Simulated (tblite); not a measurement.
# B15H14N15 ((5,2) BN nanotube piece): the cost of one run

Computed with tblite 0.8.0 and PySCF 2.14.0 and routines of our own; the level stands in each step. Atoms count from 0.

### Step 1. The system as given

44 atoms, charge 0, multiplicity 1; geometry from: force field, distance geometry or constructed start.

### Step 2. Relaxing the molecule with GFN2-xTB

Job settings and geometry (Å):

```
{"job": {"kind": "relax", "xc": "GFN2-xTB", "basis": "xTB"}, "charge": 0, "multiplicity": 1}
B      2.474300     0.670300    -0.184600
N      1.772400     1.876200    -0.537800
B      2.261400     1.231800     2.253300
N      1.294400     2.239100     1.898200
B      1.463800     2.126200    -1.919100
N      0.145500     2.566300    -2.273000
B      0.932700     2.408500     0.509500
N     -0.447000     2.521100     0.166400
B     -0.833100     2.404700    -1.227100
N     -1.947800     1.572500    -1.573000
B     -1.370200     2.126200     1.206500
N     -2.248100     1.050700     0.860700
B     -2.376000     0.672800    -0.525900
N     -2.314600    -0.714900    -0.881500
B     -2.447300     0.080400     1.904600
N     -2.061000    -1.256700     1.562800
B     -2.159100    -1.081500    -2.269500
N     -1.199500    -2.087500    -2.619300
B     -1.818600    -1.576300     0.167400
N     -0.642600    -2.318800    -0.180300
B     -1.370400    -1.972900     2.601700
N     -0.052900    -2.414600     2.252100
B     -0.248800    -2.395300    -1.568000
N      1.113100    -2.181700    -1.924000
B      0.349400    -2.397300     0.861600
N      1.619200    -1.857000     0.515300
B      1.915400    -1.575800    -0.879500
N      2.508900    -0.324000    -1.225500
B      2.256800    -1.083000     1.554500
N      2.534800     0.276400     1.212000
H      2.779800     1.195800     3.298500
H      0.861200     2.831200     2.639900
H      2.277000     1.975400    -2.751700
H     -0.078500     2.968300    -3.197600
H     -2.405600     1.615100    -2.508900
H     -1.391600     2.650500     2.253000
H     -2.888300     0.351500     2.947600
H     -2.808000    -0.568300    -3.100300
H     -1.181300    -2.551200    -3.549300
H     -1.851400    -2.180600     3.648700
H      0.607000    -2.744600     2.991400
H      1.513500    -2.433000    -2.849800
H      2.941900    -0.144500    -2.161300
H      2.522200    -1.534000     2.602000
```

Command:

```bash
$ OMP_NUM_THREADS=2 python large_run.py task.json out
```

One launch serves the whole session: the jobs run in the order shown.

**Question.** How long does this first job take on 2 threads of Arm Neoverse N1, shared host, and how much memory does it need?

About 2.1 s, with a peak of 0.16 GiB.
